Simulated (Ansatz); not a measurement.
CH4FSn, SMILES [CH3][SnH][F], a relaxed scan of one distance

Computed with Ansatz 0.2.0 through its Python package.

The cells in order, each with its output:

**Cell 1**
```python
import ansatz as az
from ase import Atoms
import numpy as np
```

**Cell 2**
```python
BASIS = "def2-SVP"
FUNCTIONAL = "pbe"
VDW = "d4"
```

**Cell 3**
```python
atoms = Atoms(["C", "Sn", "F", "H", "H", "H", "H"], positions=[
    [-0.5729, 0.5128, -0.4842],
    [0.5309, -0.4081, 1.0301],
    [2.3892, -0.2739, 0.5751],
    [-0.2556, 1.6367, -0.5657],
    [-1.6976, 0.4759, -0.2635],
    [-0.4325, 0.0775, -1.4715],
    [0.0998, -2.0888, 1.134],
])
molecule = az.Crystal.molecule_from_ase(atoms)

calculation = (
    molecule.calculation()
    .basis(gaussian=BASIS)
    .functional(FUNCTIONAL, dispersion=VDW)
    .spin("collinear", total=1)
)
symbols = [site.symbol for site in molecule.cartesian_sites]
pairs = [(0, 1), (0, 3), (0, 4), (0, 5), (1, 2), (1, 6)]
print("held (A)   E (eV)        ", "  ".join(f"{symbols[i]}{i}-{symbols[j]}{j}" for i, j in pairs))
for length in [1.76, 1.92, 2.07, 2.3, 2.59]:
    summary = calculation.relax(constraints=[az.DistanceConstraint((1, 2), at=length)], force_tolerance=0.02, max_steps=60).run(threads=1).report
    xyz = np.array(summary["positions_ang"])
    print(f"{length:6.2f} {summary['free_energy_ev']:14.5f}  ", "  ".join(f"{np.linalg.norm(xyz[i] - xyz[j]):.3f}" for i, j in pairs))
```
Output:
```text
held (A)   E (eV)         C0-Sn1  C0-H3  C0-H4  C0-H5  Sn1-F2  Sn1-H6
DeckWarning: relax.constraints: the input's atoms, or those drawn, lie off the distances that are held; a relaxation that starts there is brought onto them ahead of its first SCF, by positions alone, [...]
  1.76    -9642.21920   2.203  1.106  1.106  1.109  1.760  1.774
  1.92    -9642.89413   2.200  1.105  1.107  1.108  1.920  1.772
  2.07    -9642.85785   2.198  1.105  1.107  1.108  2.070  1.770
  2.30    -9642.30470   2.199  1.104  1.107  1.108  2.300  1.771
  2.59    -9641.42569   2.201  1.105  1.108  1.108  2.590  1.775
```

Notes:
- Total energies depend on the basis set; only differences at equal settings carry meaning.
- Warnings are shown shortened and without file and line.
- The energies are electronic: no zero-point or thermal terms, and the basis set is short of its limit.
- def2 sets replace the cores of elements past krypton by effective core potentials.
- The run takes the species as open-shell (spin multiplicity 2), which needn't be its ground state.
- Run time: 2.4 min on 1 thread of Arm Neoverse V2, with other jobs on the host, peak memory 0.24 GiB.
